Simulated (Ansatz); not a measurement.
# Al: a line through a two-coordinate scan

Aim: follow the energy of Al (Fm-3m, No. 225; 1 atom in the cell) along one coordinate, normal strain along z, with the other held at engineering shear strain xz = −14.0 %.

Program: Ansatz 0.2.0. Level of theory: DFT LDA+D3(BJ), scalar-relativistic, plane waves, PAW. These are calculated values, not measurements.

1 further run of the same task is left out (it didn't finish).

### Step 1. The structure to begin with

The structure is cubic, space group Fm-3m (No. 225). The conventional cell has a = 3.925 Å, b = 3.925 Å, c = 3.925 Å, α = 90.00°, β = 90.00°, γ = 90.00°. Al (site symmetry m-3m) has 12 Al at 2.78 Å as nearest neighbours.

Structure file:

```cif
data_structure
_symmetry_space_group_name_H-M 'P 1'
_symmetry_Int_Tables_number 1
_cell_length_a 2.7753
_cell_length_b 2.7753
_cell_length_c 2.7753
_cell_angle_alpha 60.000
_cell_angle_beta 60.000
_cell_angle_gamma 60.000
_cell_volume 15.12
loop_
_atom_site_label
_atom_site_type_symbol
_atom_site_fract_x
_atom_site_fract_y
_atom_site_fract_z
_atom_site_occupancy
Al1 Al 0.00000 0.00000 0.00000 1
```

It is the result of an earlier relaxation at this level (volume 15.12 Å³/atom; gap on the mesh: none (metal)).

### Step 2. The scan

The energy is mapped over two homogeneous strains (x along [1 0 0], y along [0 1 0], z along [0 0 1] of the conventional cell).

The axes are (1) engineering shear strain xz: 7 values from −14.0 %; (2) normal strain along z: 7 values from −7.00 %.

Nothing else is relaxed (symmetry fixes all fractional coordinates). Energies count from the relaxed crystal. Points are written as (first, second).

### Step 3. The run at (−14.0 %, −7.00 %)

Input file input.yaml:

```yaml
crystal:
  lattice:
    - [-0.1373720986, 1.962458552, 1.8250864534]
    - [1.8250864534, 0.0, 1.6877143547]
    - [1.962458552, 1.962458552, -0.1373720986]
  atoms:
    - { symbol: Al, position: [0.0, 0.0, 0.0] }
basis:
  ecutwfc: 420
kpoints:
  mp_grid: { grid: [20, 20, 20] }
hamiltonian:
  xc: lda
  pseudopotentials: { kind: paw, azcp: { folder: soft_1 } }
  dispersion: d3bj
scf:
  occupations: { method: gaussian, width: 0.15 }
output:
  forces: true
  stress: true
  eigenvalues: true
```

The run is started by

```sh
$ ansatz run input.yaml --threads 1 --pin off --max-ram 2048MiB --backend cpu --events-out ev --progress --plain --runs-dir out
```

The session goes on with these runs: the other points of the line.

What does the calculation give? Wanted: for each run, normal strain along z; energy; slope; pressure.

**Answer**, as computed:

```
normal strain along z (%)  step  energy (meV/atom)  slope (meV/atom per %)  pressure (GPa)
                    −7.00     3                120                   −17.5            12.1
                    −4.67     4                 85                   −12.5             8.5
                    −2.33     5                 61                    −7.6             5.3
                     0.00     6                 48                    −3.9             2.6
                     2.33     7                 43                    −0.7             0.2
                     4.67     8                 44                     2.1            −1.7
                     7.00     9                 52                     4.6            −3.4
```

Energies count from the relaxed crystal. Slopes come from the forces (and the stress, where the cell changes), not from differences of energies.

What this shows: The lowest point of the line is at 2.33 %, 43 meV/atom from the zero. A fit to energies and slopes at the lowest point and its two neighbours puts the minimum at 2.825 %, with a curvature of about 1.3 meV/atom per %². Divided by the reference volume, that is a stiffness of about 140 GPa for this pattern of strain. The highest point computed, at −7.00 %, lies 77 meV/atom above the lowest. This is one cut through a surface in two coordinates; the map's lowest point lies off it.
